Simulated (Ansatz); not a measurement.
# S-phenylthianthrenium trifluoroacetate (C₂₀H₁₃F₃O₂S₂): the relaxed shape and its frontier levels

What does S-phenylthianthrenium trifluoroacetate (C₂₀H₁₃F₃O₂S₂) look like as a singlet, and where do its frontier electrons sit?

The runs use Ansatz 0.2.0, Gaussian basis; RKS PBE0-D4/def2-TZVP.

Plan: relaxation at r2SCAN-D4/def2-SVP; a single point at PBE0-D4/def2-TZVP.

### 1 Starting geometry

SMILES `O=C([O-])C(F)(F)F.c1ccc([S+]2c3ccccc3Sc3ccccc32)cc1`, 40 atoms, charge 0, spin multiplicity 1.

Atoms are counted from 1 here; the program's logs count them from 0.

Bond lengths: O1–C2 1.218 Å, C2–O3 1.252 Å, C2–C4 1.569 Å, C4–F5 1.346 Å, C4–F6 1.345 Å, C4–F7 1.337 Å, C8–C9 1.386 Å, C8–C27 1.385 Å, C8–H28 1.080 Å, C9–C10 1.383 Å, C9–H29 1.079 Å, C10–C11 1.386 Å, C10–H30 1.080 Å, C11–S12 1.798 Å, C11–C26 1.383 Å, S12–C13 1.824 Å, S12–C25 1.793 Å, C13–C14 1.388 Å and more. Angles: O1–C2–O3 127.9°, O1–C2–C4 118.5°, O3–C2–C4 113.6°, C2–C4–F5 111.3°, C2–C4–F6 111.8°, C2–C4–F7 113.0°, F5–C4–F6 106.5°, F5–C4–F7 107.0°, F6–C4–F7 106.8°, C9–C8–C27 120.1°, C9–C8–H28 119.8°, C27–C8–H28 120.0°, C8–C9–C10 120.1°, C8–C9–H29 120.3°, C10–C9–H29 119.6°, C9–C10–C11 119.2°, C9–C10–H30 120.4°, C11–C10–H30 120.4° and more.

The start is a GFN2-xTB geometry.

### 2 Relaxation at r2SCAN-D4/def2-SVP

The input, in.yaml:

```yaml
crystal:
  periodic: [false, false, false]
  atoms:
    - {symbol: O, position_ang: [-2.091150, -2.094430, -1.064970]}
    - {symbol: C, position_ang: [-2.683560, -1.050260, -1.270320]}
    - {symbol: O, position_ang: [-2.364920, 0.100990, -0.894950]}
    - {symbol: C, position_ang: [-4.017930, -1.096710, -2.094480]}
    - {symbol: F, position_ang: [-5.077810, -0.777210, -1.328700]}
    - {symbol: F, position_ang: [-4.005340, -0.221020, -3.115820]}
    - {symbol: F, position_ang: [-4.265530, -2.300910, -2.620350]}
    - {symbol: C, position_ang: [-0.225890, 4.050650, 1.126220]}
    - {symbol: C, position_ang: [0.889140, 3.314230, 0.757170]}
    - {symbol: C, position_ang: [0.781750, 1.952090, 0.541370]}
    - {symbol: C, position_ang: [-0.452030, 1.338610, 0.693220]}
    - {symbol: S, position_ang: [-0.626510, -0.429430, 0.414270]}
    - {symbol: C, position_ang: [0.702610, -0.958360, 1.545200]}
    - {symbol: C, position_ang: [0.902430, -0.299100, 2.749660]}
    - {symbol: C, position_ang: [1.752980, -0.824610, 3.704740]}
    - {symbol: C, position_ang: [2.391800, -2.033510, 3.473030]}
    - {symbol: C, position_ang: [2.199800, -2.697770, 2.278700]}
    - {symbol: C, position_ang: [1.354640, -2.162300, 1.310140]}
    - {symbol: S, position_ang: [1.154650, -3.075400, -0.189670]}
    - {symbol: C, position_ang: [1.010310, -1.764080, -1.359090]}
    - {symbol: C, position_ang: [1.635660, -1.931380, -2.591440]}
    - {symbol: C, position_ang: [1.549270, -0.946130, -3.554000]}
    - {symbol: C, position_ang: [0.848480, 0.221650, -3.292830]}
    - {symbol: C, position_ang: [0.222600, 0.394250, -2.072380]}
    - {symbol: C, position_ang: [0.305980, -0.596970, -1.108010]}
    - {symbol: C, position_ang: [-1.568750, 2.060800, 1.072680]}
    - {symbol: C, position_ang: [-1.450610, 3.424620, 1.287900]}
    - {symbol: H, position_ang: [-0.138040, 5.114790, 1.285630]}
    - {symbol: H, position_ang: [1.845340, 3.799450, 0.633960]}
    - {symbol: H, position_ang: [1.648440, 1.373480, 0.258470]}
    - {symbol: H, position_ang: [0.378470, 0.624150, 2.944060]}
    - {symbol: H, position_ang: [1.901760, -0.299290, 4.634910]}
    - {symbol: H, position_ang: [3.039140, -2.457370, 4.224810]}
    - {symbol: H, position_ang: [2.688760, -3.638640, 2.080420]}
    - {symbol: H, position_ang: [2.174340, -2.847000, -2.778610]}
    - {symbol: H, position_ang: [2.023840, -1.090660, -4.511760]}
    - {symbol: H, position_ang: [0.767730, 0.991020, -4.044180]}
    - {symbol: H, position_ang: [-0.366920, 1.275220, -1.875980]}
    - {symbol: H, position_ang: [-2.517050, 1.559710, 1.172100]}
    - {symbol: H, position_ang: [-2.317880, 3.996830, 1.578880]}
basis:
  gaussian: {orbitals: def2-SVP, fitting: {mean_field: def2-universal-jkfit}}
hamiltonian: {xc: r2scan, dispersion: d4}
scf: {lower_state_search: "off"}
output: {orbitals: {seedname: orbitals}}
relax: {f_tol: 0.03, max_steps: 70}
```

Launch:

```console
> ansatz run in.yaml --threads 2 --pin off --events-out ev --progress --plain --max-ram 20480MiB --backend cuda --devices 0, --max-vram 18GiB
```

The runs that follow: Single point, PBE0-D4/def2-TZVP.

Q: Predict the results of all the runs planned. Wanted: point group; commonest bond, hydrogen aside; HOMO, LUMO at PBE0-D4/def2-TZVP; dipole at r2SCAN-D4/def2-SVP.

**Answer**, as computed:

```
                       quantity                           value
                    point group                              C1
 commonest bond, hydrogen aside  C–C, 19 of mean length 1.406 Å
HOMO, LUMO at PBE0-D4/def2-TZVP                 -6.66, -1.73 eV
   dipole at r2SCAN-D4/def2-SVP                         10.00 D
```

What this shows: The relaxation broke 1 and made 0 bonds, so the end is another structure than the start. No usable vibrations, so a minimum isn't proven. The point group is read from a loosely relaxed geometry; soft torsions can leave it below the true symmetry.
